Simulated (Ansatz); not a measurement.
# FHK: the cost of one run

Program: Ansatz 0.2.0. Level of theory: RKS PBE-D4/def2-SVP. These are calculated values, not measurements.

## 1. The system as given

Bond lengths: K1–F2 2.277 Å, F2–H3 0.947 Å. Angles: K1–F2–H3 178.7°.

As a file:

```xyz
3

K     0.0364    0.0509   -1.8325
F    -0.0038   -0.0054    0.4434
H    -0.0326   -0.0456    1.3891
```

## 2. Relaxing the start

input.yaml

```yaml
crystal:
  periodic: [false, false, false]
  atoms:
    - { symbol: K, position_ang: [0.0364, 0.0509, -1.8325] }
    - { symbol: F, position_ang: [-0.0038, -0.0054, 0.4434] }
    - { symbol: H, position_ang: [-0.0326, -0.0456, 1.3891] }
total_charge: 1
basis:
  gaussian: { orbitals: def2-SVP }
hamiltonian:
  xc: pbe
  dispersion: d4
relax:
  f_tol: 0.02
  max_steps: 40
scf:
  lower_state_search: "off"
output:
  orbitals: {}
```

On the command line:

```console
$ ansatz run input.yaml --threads 1 --pin off --max-ram 2048MiB --backend cpu --events-out ev --progress --plain --runs-dir out
```

**Question.** How long does this run take on 1 thread of Arm Neoverse V2, shared host, and how much memory does it need?

About 2.7 s, with a peak of 0.1 GiB.
